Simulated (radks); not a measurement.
**Pd in [Ar] 3d10 4s2 4p5 4d10 5d1: an all-electron calculation**

An exercise on one series of results from a longer session: the logs are not shown, and one member is left open.

The numbers are computed with radks (a radial shooting solver on a logarithmic mesh, Libxc functionals) version 1 (Dirac Kohn-Sham, PBE, spin-unpolarised, spherical densities, point nucleus; open shells fill j = l - 1/2 first), except any that are marked as measured or tabulated.

## Starting point

| Quantity | Value |
| --- | --- |
| element | palladium (Z = 46) |
| charge | 0 |
| electrons | 46 |
| configuration | [Ar] 3d10 4s2 4p5 4d10 5d1 |

The first run:

Settings of this run:

```text
Z 46
configuration [Ar] 3d10 4s2 4p5 4d10 5d1
relativity Dirac
functional pbe,pbe
spin unpolarised
j_filling energy
nucleus point
c 137.035999084
```

Among the steps run: Self-consistent calculation.

One of the session's tables, all rows but one given; the rest of the session is left out.

It belongs to the step «Orbitals and density». Sizes of the orbitals, from the radial functions (bohr):

| level | <r> | outermost maximum (interpolated) | 90 % within | nodes |
| --- | --- | --- | --- | --- |
| 1s1/2 | 0.03185 | 0.0207 | 0.0571 | 0 |
| 2s1/2 | 0.1380 | 0.117 | 0.214 | 1 |
| 2p1/2 | 0.1171 | 0.0905 | 0.192 | 0 |
| 2p3/2 | 0.1221 | 0.0947 | 0.198 | 0 |
| 3s1/2 | ? | ? | ? | ? |
| 3p1/2 | 0.3711 | 0.328 | 0.560 | 1 |
| 3p3/2 | 0.3819 | 0.338 | 0.575 | 1 |
| 3d3/2 | 0.3555 | 0.281 | 0.564 | 0 |
| 3d5/2 | 0.3590 | 0.284 | 0.569 | 0 |
| 4s1/2 | 0.9427 | 0.850 | 1.37 | 3 |
| 4p1/2 | 1.015 | 0.891 | 1.50 | 2 |
| 4p3/2 | 1.046 | 0.916 | 1.55 | 2 |
| 4d3/2 | 1.423 | 1.07 | 2.29 | 1 |
| 4d5/2 | 1.444 | 1.08 | 2.32 | 1 |
| 5d3/2 | 10.36 | 9.36 | 15.3 | 2 |
| 5d5/2 | 10.39 | 9.39 | 15.3 | 2 |

Estimate the missing values for 3s1/2.

As computed: <r>: 0.3790; outermost maximum (interpolated): 0.342; 90 % within: 0.559; nodes: 2. In the column «<r>» it lies between 3p1/2 (0.3711) and 3p3/2 (0.3819).
